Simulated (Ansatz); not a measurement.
# AlCr2C (P6_3/mmc): equation of state with a fit

Where is the equilibrium volume of AlCr2C (P6_3/mmc), and how stiff is it? Wanted for AlCr2C (P6_3/mmc): an equation of state with a fit.

Program: Ansatz 0.2.0, driven from Python. Level of theory: DFT LDA, plane waves, PAW. These are calculated values, not measurements.

### Step 1. The system

The structure is hexagonal, space group P6_3/mmc (No. 194). Conventional cell: a = 2.825 Å, b = 2.825 Å, c = 12.601 Å, α = 90.00°, β = 90.00°, γ = 120.00°. Al (site symmetry -6m2) has 6 Cr at 2.64 Å and 6 Al at 2.83 Å as nearest neighbours. Cr (site symmetry 3m) is surrounded by 3 C at 1.95 Å. C (site symmetry -3m) is surrounded by 6 Cr at 1.95 Å.

No structure file is read: the coordinates are typed or built in the script.

### Step 2. Script

The input, eos_alcr2c.py:

```python
# -*- coding: utf-8 -*-
'''Bulk modulus of AlCr2C from an E(V) curve.'''

import warnings

import ansatz as az
from ase.eos import EquationOfState
from ase.units import GPa
import numpy as np

FILLING = 'fermi_dirac'
WIDTH_EV = 0.15
FUNCTIONAL = 'LDA'
ECUT = 500
KGRID = (11, 11, 3)

VECTORS = np.array([
    [2.825101, 0.0, 0.0],
    [-1.412551, 2.446609, 0.0],
    [0.0, 0.0, 12.601374],
])
SITES = [
    ('Al', (2 / 3, 1 / 3, 0.25), 0.0),
    ('Al', (1 / 3, 2 / 3, 0.75), 0.0),
    ('Cr', (1 / 3, 2 / 3, 0.414941), 3),
    ('Cr', (2 / 3, 1 / 3, 0.914941), -3),
    ('Cr', (2 / 3, 1 / 3, 0.585059), 3),
    ('Cr', (1 / 3, 2 / 3, 0.085059), -3),
    ('C', (0.0, 0.0, 0.5), 0.0),
    ('C', (0.0, 0.0, 0.0), 0.0),
]


def make_crystal(cell):
    crystal = az.Crystal(lattice=az.Lattice.of(cell))
    for symbol, position, moment in SITES:
        crystal = crystal.atom(symbol, position, moment=moment or None)
    return crystal

warnings.simplefilter('ignore', az.DeckWarning)

# scale the volume, keep shape and fractions
volumes, energies, pressures = [], [], []
for scale in np.linspace(0.9, 1.1, 9):
    cell = VECTORS * scale ** (1 / 3)
    base = (
        make_crystal(cell).calculation()
        .occupations(FILLING, width=WIDTH_EV)
        .pseudopotentials('paw')
        .functional(FUNCTIONAL)
        .spin(az.SpinTreatment.COLLINEAR)
        .basis(ECUT)
        .kpoints(*KGRID)
        .stress()
    )
    report = base.run(threads=1).report
    volumes.append(abs(np.linalg.det(cell)) / len(SITES))
    energies.append(report['free_energy_ev'] / len(SITES))
    pressures.append(np.trace(report['stress_gpa']) / 3)
    print(f'V = {volumes[-1]:8.4f} A^3/atom  F = {energies[-1]:.5f} eV/atom  P = {pressures[-1]:8.3f} GPa')

eos = EquationOfState(volumes, energies, eos='vinet')
v0, e0, bulk = eos.fit()
print(f'V0 = {v0:.4f} A^3/atom, E0 = {e0:.5f} eV/atom, B = {bulk / GPa:.1f} GPa')
eos.plot('eos.png')
```

### Step 3. What the engine is handed

The package turns the script's settings into the engine's input (first run):

```yaml
crystal:
  lattice:
    - [2.7276050259387494, 0.0, 0.0]
    - [-1.3638029957140667, 2.3621750177805954, 0.0]
    - [0.0, 0.0, 12.166492828445383]
  atoms:
    - { symbol: Al, position: [0.6666666666666666, 0.3333333333333333, 0.25] }
    - { symbol: Al, position: [0.3333333333333333, 0.6666666666666666, 0.75] }
    - { symbol: Cr, position: [0.3333333333333333, 0.6666666666666666, 0.414941], spin: 3.0 }
    - { symbol: Cr, position: [0.6666666666666666, 0.3333333333333333, 0.914941], spin: -3.0 }
    - { symbol: Cr, position: [0.6666666666666666, 0.3333333333333333, 0.585059], spin: 3.0 }
    - { symbol: Cr, position: [0.3333333333333333, 0.6666666666666666, 0.085059], spin: -3.0 }
    - { symbol: C, position: [0.0, 0.0, 0.5] }
    - { symbol: C, position: [0.0, 0.0, 0.0] }
basis:
  ecutwfc: 500.0
kpoints:
  mp_grid:
    grid: [11, 11, 3]
hamiltonian:
  xc: lda
  pseudopotentials:
    kind: paw
magnetization:
  spin_polarized: true
scf:
  occupations:
    method: fermi_dirac
    width: 0.15
output:
  stress: true
```

### Step 4. Running it

Launch:

```console
$ python eos_alcr2c.py
```

**Question.** Where does the minimum lie against the volume typed, and how stiff is the crystal?

As calculated:

| quantity | value |
| --- | --- |
| runs compared | 9 |
| range of energy | 124.97 meV/atom |
| lowest point, volume (Å³/atom) | 10.615 |
| equilibrium volume (fit) | 10.53 Å³/atom |
| bulk modulus (fit) | 253 GPa |

What this shows: A third-order Birch-Murnaghan fit through the 9 points has its minimum at 10.53 Å³ an atom, 3.3 % below the typed cell, with a bulk modulus of 253 GPa and dB/dP = 4.2. From that minimum the energy rises by 45.2 meV an atom on the compressed side and 125.5 meV on the expanded side. Reading the output:
- The SCF didn't keep the moments it started from (some shrank, vanished or turned); what is printed is the state reached.
- Shape and fractional positions are held along the curve, so the bulk modulus is an upper value where they are free to relax.
- A Fermi-Dirac width this large means warm electrons, whose thermal share enters the free energy.
- Pressure is positive in compression.
- At these settings the cell as given stands under about -8 GPa, so it isn't at this functional's equilibrium volume.
- The structure comes from a database of computed cells and needn't be a stable or known phase. The starting moments were not kept in at least one run, so it stands on a weaker or other magnetic state than the one typed.
